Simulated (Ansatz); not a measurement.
# CH6BFN2: vertical spin-state energies from a Python script

Which spin state of CH6BFN2 lies lowest at this geometry? Wanted for CH6BFN2: vertical spin-state energies. SMILES: BC(N)(N)F.

Program: Ansatz 0.2.0 through its Python package. Level of theory: CAM-B3LYP/6-31G*. These are calculated values, not measurements.

## (1) The system

Bond lengths: B1–C2 1.535 Å, C2–N3 1.456 Å, C2–N4 1.483 Å, C2–F5 1.382 Å, B1–H6 1.231 Å, B1–H7 1.193 Å, N3–H8 0.986 Å, N3–H9 1.083 Å, N4–H10 1.004 Å, N4–H11 1.113 Å. Angles (14 of 15 angles, heavy atoms first): B1–C2–N3 108.7°, B1–C2–N4 113.1°, B1–C2–F5 108.2°, N3–C2–N4 111.1°, N3–C2–F5 110.4°, N4–C2–F5 105.3°, C2–B1–H6 122.7°, C2–B1–H7 123.0°, C2–N3–H8 110.4°, C2–N3–H9 108.0°, C2–N4–H10 108.7°, C2–N4–H11 103.6°, H6–B1–H7 114.3°, H8–N3–H9 106.9°.

The script holds or builds the structure itself.

## (2) Script

The input, spin.py:

```python
"""Gap between spin states of CH6BFN2 at one geometry."""

import ansatz as az

mol = (
    az.Crystal.molecule()
    .atom("B", (-0.8755, 1.0459, -0.1372))
    .atom("C", (0.3399, 0.1652, 0.1857))
    .atom("N", (0.0113, -0.6859, 1.3209))
    .atom("N", (0.7964, -0.6416, -0.9718))
    .atom("F", (1.4028, 0.9926, 0.4964))
    .atom("H", (-0.867, 1.8877, -1.035))
    .atom("H", (-1.8927, 1.002, 0.4854))
    .atom("H", (-0.6475, -1.3706, 1.0586))
    .atom("H", (0.9109, -1.211, 1.6168))
    .atom("H", (0.9962, -0.0226, -1.7364))
    .atom("H", (-0.1095, -1.2187, -1.2626))
)

calculation = (
    mol.calculation()
    .basis(gaussian="6-31G*")
    .functional("cam_b3lyp")
)
found = {}
for unpaired in [0, 2]:
    report = calculation.spin("collinear", total=unpaired).run(threads=1).report
    s = unpaired / 2
    found[unpaired] = report["free_energy_ev"]
    print(f"2S+1 = {unpaired + 1}: E = {found[unpaired]:.5f} eV, <S^2> = {abs(report['mean_field']['state']['spin_squared']):.3f} (pure state {s * (s + 1):.2f})")
lowest = min(found, key=found.get)
for unpaired, e in found.items():
    print(f"multiplicity {unpaired + 1}: {(e - found[lowest]):.3f} eV above the lowest")
```

## (3) What the engine is handed

The package turns the script's settings into the engine's input (first run):

```yaml
crystal:
  periodic: [false, false, false]
  atoms:
    - { symbol: B, position_ang: [-0.8755, 1.0459, -0.1372] }
    - { symbol: C, position_ang: [0.3399, 0.1652, 0.1857] }
    - { symbol: "N", position_ang: [0.0113, -0.6859, 1.3209] }
    - { symbol: "N", position_ang: [0.7964, -0.6416, -0.9718] }
    - { symbol: F, position_ang: [1.4028, 0.9926, 0.4964] }
    - { symbol: H, position_ang: [-0.867, 1.8877, -1.035] }
    - { symbol: H, position_ang: [-1.8927, 1.002, 0.4854] }
    - { symbol: H, position_ang: [-0.6475, -1.3706, 1.0586] }
    - { symbol: H, position_ang: [0.9109, -1.211, 1.6168] }
    - { symbol: H, position_ang: [0.9962, -0.0226, -1.7364] }
    - { symbol: H, position_ang: [-0.1095, -1.2187, -1.2626] }
basis:
  gaussian:
    orbitals: "6-31G*"
hamiltonian:
  xc: cam_b3lyp
magnetization:
  spin_polarized: true
  initial_magnetization: 0.0
```

## (4) The run

Started as:

```
$ python spin.py
```

**Question.** Which spin state is lowest at this geometry, and how far above lie the others?

The runs gave:

| quantity | value |
| --- | --- |
| runs compared | 2 |
| lowest | run 1 (2S+1 = 1) |
| next above it by | 4.091 eV |

In words: In order: multiplicity 1 (+0.00 eV) and multiplicity 3 (+4.09 eV), all at the one geometry. The geometry is a force-field or estimated start, not a minimum of this method, and the basis set is short of its limit. All parts are taken at fixed geometry, without zero-point energy.
